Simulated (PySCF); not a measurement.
# C6H8O: excited states, first hyperpolarisability

What do calculations give for the excited states, first hyperpolarisability of C6H8O (`C=C/C=C/C(C)=O`)?

Programs: PySCF 2.14.0, with routines of our own; each step states its level. All values are computed. Atoms count from 0.

## Step 1: The system as given

15 atoms, charge 0, multiplicity 1; geometry from: GFN2-xTB.

## Step 2: Optimising the geometry at PBE0-D3(BJ)/def2-SVP

The job: settings as JSON, then the geometry in Å.

```
{"job": {"xc": "PBE0", "basis": "def2-SVP", "d3": "d3bj", "grid": 2, "kind": "geom"}, "charge": 0, "multiplicity": 1}
C     -3.260818    -0.062346    -0.439747
C     -2.046760    -0.522782    -0.144853
C     -0.841514     0.214545    -0.415272
C      0.396716    -0.211934    -0.122368
C      1.579309     0.611450    -0.414185
C      2.893170    -0.010519    -0.004511
O      1.509233     1.702629    -0.937603
H     -4.153546    -0.623609    -0.222985
H     -3.396438     0.898405    -0.908908
H     -1.928056    -1.489882     0.327042
H     -0.948101     1.185603    -0.882712
H      0.562840    -1.173610     0.342756
H      3.028042    -0.957075    -0.524172
H      3.715628     0.657432    -0.245241
H      2.885881    -0.210318     1.065191
```

Launch:

```sh
OMP_NUM_THREADS=1 python excited_run.py task.json out
```

One launch serves the whole session: the jobs run in the order shown.

What it wrote:

```text
step   0  E = -308.05828120  max force = 0.010880
step   1  E = -308.05994275  max force = 0.002160
step   2  E = -308.05994281  max force = 0.001210
step   3  E = -308.05996344  max force = 0.000388
step   4  E = -308.05996361  max force = 0.000271
optimisation converged
```

It took 35 s on 1 thread of Arm Neoverse V1, shared host; peak memory 0.69 GiB.

Relaxation path:

```csv
step,energy from step 0 (eV),largest force component (eV/Å)
0,0.0000,0.5595
1,-0.0452,0.1111
2,-0.0452,0.0622
3,-0.0458,0.0200
4,-0.0458,0.0139
```

Distances of close pairs at the start and the end, largest changes first:

```csv
bond,before (Å),after (Å),change (Å)
C0–H8,1.078,1.094,+0.017
C0–H7,1.077,1.093,+0.016
C3–C4,1.470,1.485,+0.014
C2–H10,1.083,1.097,+0.014
C3–H11,1.081,1.095,+0.014
C5–H12,1.088,1.102,+0.014
C5–H14,1.088,1.102,+0.014
C1–H9,1.083,1.096,+0.014
```

The final coordinates are the input of the step that follows.

```csv
at the end point,value
point group (found at 0.08 Å tolerance),Cs
"rotational constants (GHz, main isotopes)","8.816, 1.156, 1.029"
dipole moment (D),2.84
```

## Step 3: Excited states: TDA CAM-B3LYP/def2-TZVP

The job: settings as JSON, then the geometry in Å.

```
{"job": {"kind": "states", "xc": "CAM-B3LYP", "basis": "def2-TZVP", "tda": true, "soc": true, "nstates": 6, "ntriplets": 5, "nquad": 4}, "charge": 0, "multiplicity": 1}
C     -3.273552    -0.171313    -0.425512
C     -2.052020    -0.633615    -0.117299
C     -0.833995     0.101822    -0.378141
C      0.405693    -0.333060    -0.080153
C      1.597103     0.497833    -0.387253
C      2.932938    -0.088324    -0.006373
O      1.500181     1.586187    -0.914670
H     -4.175930    -0.750295    -0.215594
H     -3.403905     0.806315    -0.899685
H     -1.948878    -1.616459     0.357277
H     -0.912662     1.087829    -0.853088
H      0.556861    -1.308416     0.394914
H      3.087584    -1.049432    -0.523132
H      3.736454     0.609274    -0.271385
H      2.962413    -0.299435     1.074868
```

Level: TDA CAM-B3LYP/def2-TZVP excited states, vertical, gas phase, spin-orbit mean-field couplings.

What it wrote:

```text
coarse grid: 12568 points
cycle   1  E = -308.4501896890  dE =  1.020e+00  |g| = 8.604e-01  |ddm| = 2.940e+00
cycle   2  E = -308.1873810258  dE =  2.628e-01  |g| = 1.506e+00  |ddm| = 5.811e+00
cycle   3  E = -308.5994177185  dE = -4.120e-01  |g| = 9.991e-02  |ddm| = 4.556e+00
cycle   4  E = -308.6015116007  dE = -2.094e-03  |g| = 4.978e-02  |ddm| = 1.374e-01
cycle   5  E = -308.6021017241  dE = -5.901e-04  |g| = 1.251e-02  |ddm| = 5.436e-02
cycle   6  E = -308.6021378115  dE = -3.609e-05  |g| = 4.951e-03  |ddm| = 2.450e-02
cycle   7  E = -308.6021461531  dE = -8.342e-06  |g| = 1.471e-03  |ddm| = 1.223e-02
final grid: 121432 points
cycle   8  E = -308.5960114993  dE = -3.779e-05  |g| = 4.499e-03  |ddm| = 6.277e-02
cycle   9  E = -308.5960107944  dE =  7.049e-07  |g| = 5.142e-03  |ddm| = 6.898e-03
cycle  10  E = -308.5960160179  dE = -5.224e-06  |g| = 1.112e-03  |ddm| = 7.243e-03
cycle  11  E = -308.5960162211  dE = -2.032e-07  |g| = 2.256e-04  |ddm| = 1.535e-03
cycle  12  E = -308.5960162305  dE = -9.400e-09  |g| = 1.273e-04  |ddm| = 6.864e-04
cycle  13  E = -308.5960162346  dE = -4.035e-09  |g| = 1.874e-05  |ddm| = 2.312e-04
cycle  14  E = -308.5960162348  dE = -1.958e-10  |g| = 9.878e-06  |ddm| = 1.294e-04
converged SCF energy = -308.5960162348

Singlet excitations
state   eV       nm        f     d(h-e)  d(exc)  Lambda  PR(NTO)  |dmu|/D   mu/D   main configurations
  1   3.7958   326.6   0.00006   1.252   2.781   0.401   1.005    3.836    3.027   H-1->L 0.87, H-1->L+1 0.11
  2   5.3422   232.1   0.97222   0.933   3.149   0.802   1.098    2.766    5.119   H->L 0.93
  3   6.7934   182.5   0.00091   1.034   3.167   0.428   1.670    2.730    2.168   H-3->L 0.36, H-1->L+1 0.35, H-1->L+4 0.16
  4   6.9009   179.7   0.00015   0.432   3.067   0.460   1.640    0.859    2.381   H-3->L 0.56, H-1->L+1 0.21, H-1->L+4 0.09
  5   7.0383   176.2   0.04039   0.458   3.522   0.763   1.972                     H-2->L 0.46, H->L+1 0.46
  6   7.5476   164.3   0.00076   1.435   3.551   0.271   1.044                     H->L+2 0.55, H->L+3 0.41

Triplet excitations (Tamm-Dancoff)
state   eV     d(h-e)  d(exc)  Lambda  PR(NTO)   main configurations
  1   2.7207   0.145   2.764   0.813   1.092   H->L 0.93
  2   3.3268   1.109   2.667   0.399   1.007   H-1->L 0.82, H-1->L+1 0.14
  3   4.6144   0.099   2.201   0.775   1.956   H-2->L 0.55, H->L+1 0.34
  4   5.8412   0.559   2.352   0.683   1.623   H-4->L 0.50, H->L+4 0.14, H-2->L+1 0.10
  5   6.4265   0.434   2.936   0.467   1.618   H-3->L 0.60, H-1->L+1 0.17, H-1->L+4 0.10
S1 - T1 = 1.0750 eV

Spin-orbit couplings |<S|Hso|T>| (cm-1)
             T1       T2       T3       T4       T5
S0        0.063   48.898    0.015    0.063   22.560
S1       15.622    0.127   17.836   35.707   13.334
S2        0.029   18.102    0.016    0.044    4.398
S3        2.493    8.171    5.908   15.779    0.452
S4        4.776   11.372    3.376    6.744    4.726
S5        0.019   10.789    0.023    0.046    4.155
S6        1.002    1.054    0.604    1.900    0.151
T1 sublevels (cm-1): 0.000 0.000 0.019   radiative rates (1/s): 6.13e-05 0.000123 0.226
```

It took 57 s on 1 thread of Arm Neoverse V1, shared host; peak memory 1.1 GiB.

From this job:

```csv
quantity,value
S1 less T1,1.07 eV
```

The fields below are evaluated on a grid from the run's orbitals.

Frontier orbitals at CAM-B3LYP/def2-TZVP, with the share of their density that lies nearest to each atom:

```csv
orbital,energy (eV),lies on
HOMO,-8.33,"C0, C3 about 25 % each; C1, C2 about 13 % each; O6 9 %"
LUMO,-0.96,"C0, C2 about 17 % each; C3, C4 about 14 % each; O6 12 %"
```

ELF in a plane through or near 13 of the atoms.

Values, 10 rows by 14 columns:
```
0.00 0.00 0.00 0.00 0.00 0.00 0.00 0.00 0.00 0.00 0.00 0.00 0.00 0.00
0.00 0.00 0.00 0.00 0.00 0.00 0.00 0.00 0.00 0.00 0.00 0.00 0.00 0.00
0.00 0.00 0.00 0.00 0.01 0.00 0.83 0.07 0.57 0.96 0.01 0.00 0.00 0.00
0.00 0.00 0.00 0.10 0.26 0.03 1.00 0.58 0.83 0.99 0.02 0.68 0.05 0.00
0.00 0.00 0.03 0.36 0.63 0.07 0.74 0.46 0.55 0.29 0.49 1.00 0.82 0.00
0.00 0.00 0.85 0.99 0.50 0.30 0.84 0.73 0.52 0.55 0.52 0.70 0.19 0.00
0.00 0.00 0.81 0.98 0.08 0.80 0.25 0.75 0.97 0.06 1.00 0.62 0.00 0.00
0.00 0.00 0.00 0.02 0.53 0.60 0.87 0.22 0.97 0.01 0.98 0.60 0.00 0.00
0.00 0.00 0.00 0.00 0.17 0.43 0.28 0.00 0.00 0.00 0.00 0.00 0.00 0.00
0.00 0.00 0.00 0.00 0.00 0.00 0.00 0.00 0.00 0.00 0.00 0.00 0.00 0.00
```
The map spans 13.6 Å across and 8.8 Å up, centred on the molecule. Atoms in the plane (x, y in Å): C0 (3.3, -0.1), C1 (2.1, 0.5), C2 (0.8, -0.3), C3 (-0.4, 0.3), C4 (-1.6, -0.6), C5 (-2.9, 0.1), O6 (-1.5, -1.8), H7 (4.2, 0.5), H8 (3.4, -1.2), H9 (2.0, 1.6), H10 (0.9, -1.4), H11 (-0.5, 1.4), H13 (-3.7, -0.6).

On the surface of density 0.002 e/bohr³ the electrostatic potential runs, from the 1st to the 99th percentile, from -1.79 V near O6 to 1.10 V near H11.

## Step 4: Excited states: TDDFT CAM-B3LYP/aug-cc-pVDZ

The job, as its differences from that of step 3:

```diff
@@ -1,2 +1,2 @@
-{"job": {"kind": "states", "xc": "CAM-B3LYP", "basis": "def2-TZVP", "tda": true, "soc": true, "nstates": 6, "ntriplets": 5, "nquad": 4}, "charge": 0, "multiplicity": 1}
+{"job": {"kind": "states", "xc": "CAM-B3LYP", "basis": "aug-cc-pVDZ", "tpa": true, "nstates": 8, "nquad": 6, "ntriplets": 0}, "charge": 0, "multiplicity": 1}
 C     -3.273552    -0.171313    -0.425512
```

Method: TDDFT CAM-B3LYP/aug-cc-pVDZ excited states, vertical, gas phase, two-photon moments by quadratic response.

What it wrote:

```text
coarse grid: 12568 points
cycle   1  E = -308.3452157405  dE =  1.062e+00  |g| = 8.097e-01  |ddm| = 1.764e+01
cycle   2  E = -308.0958172218  dE =  2.494e-01  |g| = 1.433e+00  |ddm| = 5.214e+00
cycle   3  E = -308.4872266421  dE = -3.914e-01  |g| = 8.578e-02  |ddm| = 3.050e+00
cycle   4  E = -308.4888845758  dE = -1.658e-03  |g| = 4.433e-02  |ddm| = 4.558e-01
cycle   5  E = -308.4893853501  dE = -5.008e-04  |g| = 1.132e-02  |ddm| = 2.182e-01
cycle   6  E = -308.4894172778  dE = -3.193e-05  |g| = 4.504e-03  |ddm| = 5.052e-02
cycle   7  E = -308.4894246899  dE = -7.412e-06  |g| = 1.335e-03  |ddm| = 2.191e-02
final grid: 121432 points
cycle   8  E = -308.5090879855  dE = -1.689e-05  |g| = 3.525e-03  |ddm| = 3.160e-01
cycle   9  E = -308.5090881066  dE = -1.211e-07  |g| = 3.804e-03  |ddm| = 3.898e-02
cycle  10  E = -308.5090913283  dE = -3.222e-06  |g| = 8.395e-04  |ddm| = 1.149e-02
cycle  11  E = -308.5090914603  dE = -1.321e-07  |g| = 1.437e-04  |ddm| = 1.989e-03
cycle  12  E = -308.5090914649  dE = -4.590e-09  |g| = 1.059e-04  |ddm| = 1.159e-03
cycle  13  E = -308.5090914680  dE = -3.055e-09  |g| = 1.361e-05  |ddm| = 4.456e-04
cycle  14  E = -308.5090914681  dE = -1.220e-10  |g| = 8.258e-06  |ddm| = 1.128e-04
converged SCF energy = -308.5090914681

Singlet excitations
state   eV       nm        f     d(h-e)  d(exc)  Lambda  PR(NTO)  |dmu|/D   mu/D   delta(TPA)   sigma/GM   main configurations
  1   3.7462   331.0   0.00006   1.248   2.805   0.385   1.007    3.786    2.989        0.02      0.000   H-1->L 0.86
  2   4.9235   251.8   0.69838   0.786   3.162   0.780   1.147    2.259    4.759      277.55      2.465   H->L 0.97
  3   6.2584   198.1   0.00139   1.776   4.468   0.199   1.027    7.697    4.682      104.26      1.496   H->L+1 0.81
  4   6.6296   187.0   0.01621   1.184   4.634   0.178   1.042    5.804    6.749       71.12      1.145   H->L+2 0.49, H->L+3 0.38
  5   6.6337   186.9   0.01990   1.469   4.145   0.144   1.016    5.946    5.926      129.86      2.094   H-1->L+1 0.65, H-1->L+2 0.10, H-1->L+3 0.10
  6   6.7071   184.9   0.00184   1.478   3.475   0.310   1.389    3.892    2.196        4.00      0.066   H-1->L+4 0.24, H-1->L+12 0.20, H-3->L 0.17
  7   6.8135   182.0   0.04976   0.704   3.669   0.607   1.360                                            H->L+7 0.77, H-2->L 0.11
  8   6.8240   181.7   0.00871   0.656   4.716   0.210   1.372                                            H->L+3 0.32, H->L+2 0.27, H->L+5 0.13
```

It took 53 s on 1 thread of Arm Neoverse V1, shared host; peak memory 0.93 GiB.

## Step 5: First hyperpolarisability: quadratic response CAM-B3LYP/aug-cc-pVDZ

The job, as its differences from that of step 4:

```diff
@@ -1,2 +1,2 @@
-{"job": {"kind": "states", "xc": "CAM-B3LYP", "basis": "aug-cc-pVDZ", "tpa": true, "nstates": 8, "nquad": 6, "ntriplets": 0}, "charge": 0, "multiplicity": 1}
+{"job": {"kind": "beta", "xc": "CAM-B3LYP", "basis": "aug-cc-pVDZ"}, "charge": 0, "multiplicity": 1}
 C     -3.273552    -0.171313    -0.425512
```

Level: quadratic response CAM-B3LYP/aug-cc-pVDZ first hyperpolarisability, Taylor convention, gas phase.

What it wrote:

```text
coarse grid: 12568 points
cycle   1  E = -308.3452157405  dE =  1.062e+00  |g| = 8.097e-01  |ddm| = 1.764e+01
cycle   2  E = -308.0958172218  dE =  2.494e-01  |g| = 1.433e+00  |ddm| = 5.214e+00
cycle   3  E = -308.4872266421  dE = -3.914e-01  |g| = 8.578e-02  |ddm| = 3.050e+00
cycle   4  E = -308.4888845758  dE = -1.658e-03  |g| = 4.433e-02  |ddm| = 4.558e-01
cycle   5  E = -308.4893853501  dE = -5.008e-04  |g| = 1.132e-02  |ddm| = 2.182e-01
cycle   6  E = -308.4894172778  dE = -3.193e-05  |g| = 4.504e-03  |ddm| = 5.052e-02
cycle   7  E = -308.4894246899  dE = -7.412e-06  |g| = 1.335e-03  |ddm| = 2.191e-02
final grid: 121432 points
cycle   8  E = -308.5090879855  dE = -1.689e-05  |g| = 3.525e-03  |ddm| = 3.160e-01
cycle   9  E = -308.5090881066  dE = -1.211e-07  |g| = 3.804e-03  |ddm| = 3.898e-02
cycle  10  E = -308.5090913283  dE = -3.222e-06  |g| = 8.395e-04  |ddm| = 1.149e-02
cycle  11  E = -308.5090914603  dE = -1.321e-07  |g| = 1.437e-04  |ddm| = 1.989e-03
cycle  12  E = -308.5090914649  dE = -4.590e-09  |g| = 1.059e-04  |ddm| = 1.159e-03
cycle  13  E = -308.5090914680  dE = -3.055e-09  |g| = 1.361e-05  |ddm| = 4.456e-04
cycle  14  E = -308.5090914681  dE = -1.220e-10  |g| = 8.258e-06  |ddm| = 1.128e-04
converged SCF energy = -308.5090914681

Lowest singlets (eV, f): 3.7462 0.0001  4.9235 0.6984  6.2584 0.0014

First hyperpolarisability (au)
process     nm      |vector|   parallel      HRS      DR
static         -      396.35     113.93     185.86   3.585
shg       1907.0      449.26     130.96     208.67    3.67
eope      1907.0      412.98     119.29          -       -
shg       1064.0      607.34     181.45     276.51    3.86
eope      1064.0      453.35     132.27          -       -
```

Run time: 45 s. Hardware: 1 thread of Arm Neoverse V1, shared host; peak memory 0.89 GiB.

## Step 6: Summary of results

| quantity | value |
| --- | --- |
| point group | Cs |
| rotational constants (main isotopes) | 8.82, 1.16, 1.03 GHz |
| S1 less T1 (step 3, TDA CAM-B3LYP/def2-TZVP) | 1.07 eV |
| surface potential, 1st and 99th percentile | -1.79 V and 1.10 V |
| β vector (step 5, quadratic response CAM-B3LYP/aug-cc-pVDZ) | static 396, SHG 1907.0 nm 449, SHG 1064.0 nm 607 au |

What this shows: Relaxing lowered the energy by 0.046 eV in 4 steps; the close pair that moved most is C0–H8, from 1.078 to 1.094 Å. In step 3, the number of triplets below S1 is 2, and the largest singlet-triplet spin-orbit coupling is S0–T2, 48.90 cm⁻¹. At CAM-B3LYP/def2-TZVP, counted by nearest atom on the grid, the HOMO lies on C0, C3 about 25 % each; C1, C2 about 13 % each, the LUMO on C0, C2 about 17 % each; C3, C4 about 14 % each. In step 4 some excited states are degenerate or nearly so. β grows from 396 au (static) to 607 au for doubling at 1064.0 nm: normal dispersion, which grows as twice the photon energy moves toward the bright states.
